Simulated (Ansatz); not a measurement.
# GaH₃S (SMILES [SH][GaH2]): a relaxed scan of the bond length S1–H3

Aim: the energy along the bond length S1–H3, from CCSD(T) and from cheaper methods, relative to the minimum. At each value the rest of the molecule is relaxed at PBE0-D4 with the distance held.

Program: Ansatz 0.2.0, Gaussian basis. Level of theory: single points in def2-TZVPP. These are calculated values, not measurements.

Levels: PBE-D4, r2SCAN-D4, PBE0-D4, B3LYP-D4, wB97M-V, Hartree-Fock, MP2, CCSD, CCSD(T). The scan takes 1.155, 1.194, 1.252, 1.320, 1.395, 1.475, 1.561, 1.651, 1.746 Å.

Correlated methods freeze the cores. Filled d shells of the heavier atoms are correlated. B3LYP uses VWN-RPA correlation.

28 further runs of the same task are left out: 28 set aside as unsound or not needed.

**1. Starting geometry**

The minimum, relaxed at PBE0-D4: SMILES `[SH][GaH2]`, 5 atoms, charge 0, spin multiplicity 1.

Atoms are counted from 1 here; the program's logs count them from 0.

Bond lengths: S1–Ga2 2.199 Å, S1–H3 1.343 Å, Ga2–H4 1.559 Å, Ga2–H5 1.560 Å. Angles: Ga2–S1–H3 95.0°, S1–Ga2–H4 115.2°, S1–Ga2–H5 118.1°, H4–Ga2–H5 126.7°.

As a file:

```mol
GaH3S
  3D, bonds by distance, orders not assigned

  5  4  0  0  0  0  0  0  0  0999 V2000
    0.0390   -1.4533    0.6844 S   0  0
   -0.3293    0.4332   -0.3834 Ga  0  0
    1.2638   -1.1084    1.1133 H   0  0
   -1.7112    0.5325   -1.0979 H   0  0
    0.7875    1.5224   -0.3578 H   0  0
  1  2  8  0
  1  3  8  0
  2  4  8  0
  2  5  8  0
M  END
```

Energies of the minimum (eV), from earlier single points: PBE-D4 -63250.56479, r2SCAN-D4 -63262.24005, PBE0-D4 -63252.59720, B3LYP-D4 -63265.41640, wB97M-V -63259.55692, CCSD(T) -63212.57820.

At the minimum the bond length S1–H3 is 1.343 Å.

**2. S1–H3 = 1.155 Å**

relax/in.yaml

```yaml
crystal:
  periodic: [false, false, false]
  atoms:
    - {symbol: S, position_ang: [0.039028, -1.453292, 0.684428]}
    - {symbol: Ga, position_ang: [-0.329273, 0.433183, -0.383447]}
    - {symbol: H, position_ang: [1.092556, -1.156587, 1.053306]}
    - {symbol: H, position_ang: [-1.711174, 0.532479, -1.097898]}
    - {symbol: H, position_ang: [0.787487, 1.522382, -0.357758]}
basis:
  gaussian: {orbitals: def2-TZVP}
hamiltonian: {xc: pbe0, dispersion: d4}
relax: {f_tol: 0.005, max_steps: 200, constraints: [{distance: [0, 2]}]}
```

No record of the launch command was kept for these runs.

After this run come: S1–H3 = 1.194 Å; S1–H3 = 1.252 Å; S1–H3 = 1.320 Å; S1–H3 = 1.395 Å; S1–H3 = 1.475 Å; S1–H3 = 1.561 Å; S1–H3 = 1.651 Å; S1–H3 = 1.746 Å.

**Question.** What will these runs give? Wanted: highest point, CCSD(T); lowest point, CCSD(T); minimum along the scan, CCSD(T); RMS deviation from CCSD(T); largest T1 diagnostic.

As calculated:

| quantity | value |
| --- | --- |
| highest point, CCSD(T) | 1.135 eV at 1.746 Å |
| lowest point, CCSD(T) | 0.000 eV at 1.343 Å |
| minimum along the scan, CCSD(T) | 1.339 Å |
| curvature there | 26.6 eV/Å² |
| RMS deviation from CCSD(T) | PBE-D4 0.062, r2SCAN-D4 0.012, PBE0-D4 0.013, B3LYP-D4 0.014, wB97M-V 0.019, Hartree-Fock 0.099, MP2 0.047, CCSD 0.017 eV |
| largest T1 diagnostic | 0.015 |

In words: A polynomial through the near points puts the CCSD(T) minimum 0.004 Å below the PBE0-D4 value. The third derivative is negative, the usual anharmonicity of a bond. Curvature against CCSD(T): PBE-D4 -7 %, Hartree-Fock +11 %. The curve of r2SCAN-D4 lies nearest to CCSD(T), that of Hartree-Fock farthest.
